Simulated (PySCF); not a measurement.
**One shape, several levels: CHF3O3S (triflic acid)**

We compute a comparison of 5 runs (HF/3-21G, HF/6-31G**, HF/def2-SVP, B3LYP/6-31G*, CAM-B3LYP/6-311+G**) of CHF3O3S (triflic acid). 

Program for the calculation: PySCF 2.14.0.

## 1. Starting point

The species is CHF3O3S (9 atoms), meant as a singlet with charge 0. As SMILES, `O=S(=O)(O)C(F)(F)F`. The shape is that of a PBE0-D4/def2-TZVP optimisation. This is one conformer, not always the lowest.

Bond lengths: O1–S2 1.422 Å, S2–O3 1.414 Å, S2–O4 1.577 Å, S2–C5 1.848 Å, C5–F6 1.327 Å, C5–F7 1.320 Å, C5–F8 1.319 Å, O4–H9 0.968 Å. Some angles: O1–S2–O3 123.8°, O1–S2–O4 109.3°, O1–S2–C5 106.8°, O3–S2–O4 107.4°, O3–S2–C5 107.2°, O4–S2–C5 99.5°, S2–C5–F6 109.4°, S2–C5–F7 108.8°, S2–C5–F8 110.4°, F6–C5–F7 109.4°.

## 2. Energy and forces at HF/3-21G (run 1)

Input file start.xyz:

```xyz
9

O      1.462890    -0.581870     0.985740
S      0.298500    -0.778940     0.194370
O      0.144480    -1.837650    -0.729970
O     -0.972740    -0.777950     1.128120
C      0.003130     0.796730    -0.725230
F     -0.076560     1.801740     0.138180
F      1.014380     1.004120    -1.547510
F     -1.120920     0.723830    -1.412290
H     -0.753170    -0.350000     1.968590
```

Input file job.py:

```python
import pyscf.grad
from pyscf import gto, scf

mol = gto.Mole()
mol.atom = 'start.xyz'
mol.charge = 0
mol.max_memory = 1860
mol.basis = '3-21g'
mol.verbose = 3
mol.spin = 0
mol.build()

hf = scf.RHF(mol)
hf.conv_tol = 1e-10
hf.kernel()
if not hf.converged:
    hf = hf.newton().run(hf.mo_coeff, hf.mo_occ)

e_final = hf.e_tot
print('Final energy', e_final)
grad = hf.Gradients().kernel()
hf.analyze()
```

Started as:

```console
$ OMP_NUM_THREADS=1 python job.py
```

Log:

```text
converged SCF energy = -953.53119514181
[... 10 lines left out ...]
MO #1   energy= -91.6788652749704  occ= 2
[... 6 lines left out ...]
MO #8   energy= -11.5366666649606  occ= 2
[... 6 lines left out ...]
MO #15  energy= -1.69890510353359  occ= 2
[... 6 lines left out ...]
MO #22  energy= -0.875749387847333 occ= 2
[... 6 lines left out ...]
MO #29  energy= -0.708712611075997 occ= 2
[... 6 lines left out ...]
MO #36  energy= -0.517687005904915 occ= 2
[... 6 lines left out ...]
MO #43  energy= 0.390190002490521  occ= 0
[... 6 lines left out ...]
MO #50  energy= 0.885789786151943  occ= 0
[... 6 lines left out ...]
MO #57  energy= 1.8381175896295    occ= 0
[... 6 lines left out ...]
MO #64  energy= 2.11515878424165   occ= 0
[... 6 lines left out ...]
MO #71  energy= 2.44428231390552   occ= 0
[... 6 lines left out ...]
MO #78  energy= 4.51843401493124   occ= 0
[... 10 lines left out ...]
Dipole moment(X, Y, Z, Debye): -1.36227,  2.36739,  2.12872
```

Run time: 8.7 s. Hardware: 1 thread of Intel Xeon at 2.50GHz (Skylake/Cascade Lake), shared host; peak memory 0.15 GiB.

## 3. Energy and forces at HF/6-31G(d,p) (spherical functions) (run 2)

Input file run.py:

```python
from pyscf import gto

mol = gto.M(
    atom='''
O      2.764461    -1.099575     1.862779
S      0.564083    -1.471983     0.367306
O      0.273028    -3.472655    -1.379443
O     -1.838212    -1.470112     2.131838
C      0.005915     1.505601    -1.370486
F     -0.144677     3.404795     0.261122
F      1.916900     1.897512    -2.924370
F     -2.118232     1.367840    -2.668841
H     -1.423285    -0.661404     3.720096
''',
    basis='6-31g**',
    unit='bohr',
    verbose=3,
    max_memory=1860,
)

mf = mol.RHF()
mf.conv_tol = 1e-10
mf.kernel()
if not mf.converged:
    mf = mf.newton().run(mf.mo_coeff, mf.mo_occ)

e_tot = mf.e_tot
print(f'total energy: {e_tot:.8f} hartree')
grad = mf.nuc_grad_method().kernel()
mf.analyze()
```

Started as:

```console
$ OMP_NUM_THREADS=1 python run.py
```

Log:

```text
converged SCF energy = -958.767726224151
total energy: -958.76772622 hartree
[... 19 lines left out ...]
MO #11  energy= -6.93341554047621  occ= 2
[... 10 lines left out ...]
MO #22  energy= -0.872218412334584 occ= 2
[... 10 lines left out ...]
MO #33  energy= -0.612748355815071 occ= 2
[... 10 lines left out ...]
MO #44  energy= 0.405988351753903  occ= 0
[... 10 lines left out ...]
MO #55  energy= 0.973379795049433  occ= 0
[... 10 lines left out ...]
MO #66  energy= 1.37449347482511   occ= 0
[... 10 lines left out ...]
MO #77  energy= 1.62098643573262   occ= 0
[... 10 lines left out ...]
MO #88  energy= 2.04242922535543   occ= 0
[... 10 lines left out ...]
MO #99  energy= 2.29210104532747   occ= 0
[... 10 lines left out ...]
MO #110 energy= 2.84322167414319   occ= 0
[... 10 lines left out ...]
MO #121 energy= 3.72677863570572   occ= 0
[... 10 lines left out ...]
Dipole moment(X, Y, Z, Debye): -1.45944,  2.03184,  2.00726
```

Wall time 56 s (1 thread of Intel Xeon at 2.50GHz (Skylake/Cascade Lake), shared host); peak memory 0.32 GiB.

Runs 3 to 4 aren't shown in full; the table further down has their settings and results.

## 4. Energy and forces at CAM-B3LYP/6-311+G(d,p) (run 5)

Input file input.py:

```python
# O=S(=O)(O)C(F)(F)F
import pyscf.grad
from pyscf import gto, dft

mol = gto.M(
    atom=[
    ('O', (1.462890, -0.581870, 0.985740)),
    ('S', (0.298500, -0.778940, 0.194370)),
    ('O', (0.144480, -1.837650, -0.729970)),
    ('O', (-0.972740, -0.777950, 1.128120)),
    ('C', (0.003130, 0.796730, -0.725230)),
    ('F', (-0.076560, 1.801740, 0.138180)),
    ('F', (1.014380, 1.004120, -1.547510)),
    ('F', (-1.120920, 0.723830, -1.412290)),
    ('H', (-0.753170, -0.350000, 1.968590)),
],
    basis='6-311+g**',
    verbose=4,
    max_memory=1860,
)

myscf = dft.RKS(mol, xc='cam-b3lyp')
myscf.conv_tol = 1e-10
myscf.grids.level = 5
myscf.kernel()
if not myscf.converged:
    myscf = myscf.newton().run(myscf.mo_coeff, myscf.mo_occ)

etot = myscf.e_tot
print('E = %.10f Eh' % etot)
grad = myscf.Gradients().kernel()
dip = myscf.dip_moment()
pop, q = myscf.mulliken_pop()
```

Started as:

```console
$ OMP_NUM_THREADS=1 python input.py
```

Log:

```text
PySCF version 2.14.0

[... 83 lines left out ...]
converged SCF energy = -962.065896553024
[... 13 lines left out ...]
Dipole moment(X, Y, Z, Debye): -1.29309,  1.71386,  1.90859
[... 161 lines left out ...]
pop of  6 F 3dxz          0.00261
pop of  6 F 3dx2-y2       0.00126
pop of  7 F 1s            1.07802
pop of  7 F 2s            0.91653
pop of  7 F 3s            1.08855
pop of  7 F 4s            0.86972
pop of  7 F 5s           -0.06267
pop of  7 F 2px           0.35431
pop of  7 F 2py           0.42929
pop of  7 F 2pz           0.40030
pop of  7 F 3px           0.71927
pop of  7 F 3py           0.83464
pop of  7 F 3pz           0.79013
pop of  7 F 4px           0.44111
pop of  7 F 4py           0.61048
pop of  7 F 4pz           0.54470
pop of  7 F 5px           0.00630
pop of  7 F 5py           0.00860
pop of  7 F 5pz           0.00834
pop of  7 F 3dxy          0.00095
pop of  7 F 3dyz          0.00040
pop of  7 F 3dz^2         0.00075
pop of  7 F 3dxz          0.00245
pop of  7 F 3dx2-y2       0.00169
pop of  8 H 1s            0.25650
pop of  8 H 2s            0.32166
pop of  8 H 3s            0.03887
pop of  8 H 2px           0.01605
pop of  8 H 2py           0.02051
pop of  8 H 2pz           0.02641
 ** Mulliken atomic charges  **
charge of    0O =     -0.15944
charge of    1S =      0.34286
charge of    2O =     -0.12474
charge of    3O =     -0.26715
charge of    4C =      0.06619
charge of    5F =     -0.06938
charge of    6F =     -0.06449
charge of    7F =     -0.04386
charge of    8H =      0.32001
```

It took 9.6 min on 1 thread of Intel Xeon at 2.50GHz (Skylake/Cascade Lake), shared host; peak memory 2.8 GiB.

## 5. The series

```tsv
run	level	Cartesian functions	integration grid	energy (Eh)	dipole moment (D)	HOMO energy (eV)	LUMO energy (eV)	wall time
1	HF/3-21G	no	–	-953.531195	3.46	-13.56	4.52	8.7 s
2	HF/6-31G** (spherical functions)	no	–	-958.767726	3.21	-14.00	4.61	56 s
3	HF/def2-SVP	no	–	-958.193217	3.07	-14.18	3.90	28 s
4	B3LYP/6-31G* (Cartesian functions)	yes	5	-961.994060	2.95	-9.40	0.45	2.4 min
5	CAM-B3LYP/6-311+G**	no	5	-962.065897	2.87	-11.71	0.11	9.6 min
```

## 6. What came out

| quantity | value |
| --- | --- |
| run 5: total energy | -962.06590 Eh |
| run 5: dipole moment | 2.87 D |
| run 5: HOMO energy | -11.71 eV |
| run 5: LUMO energy | 0.11 eV |
| run 5: HOMO–LUMO gap | 11.82 eV |
| run 5: largest force on an atom | 1.151 eV/Å |

In words: The dipole moment (its size) runs from 2.87 D (CAM-B3LYP/6-311+G**) to 3.46 D (HF/3-21G). The two ends differ in method and basis. The HOMO–LUMO gap runs from 9.85 eV (B3LYP/6-31G*) to 18.61 eV (HF/6-31G**). Totals of different functionals can't be ranked against each other. All runs together took 14 min, the longest 9.6 min.
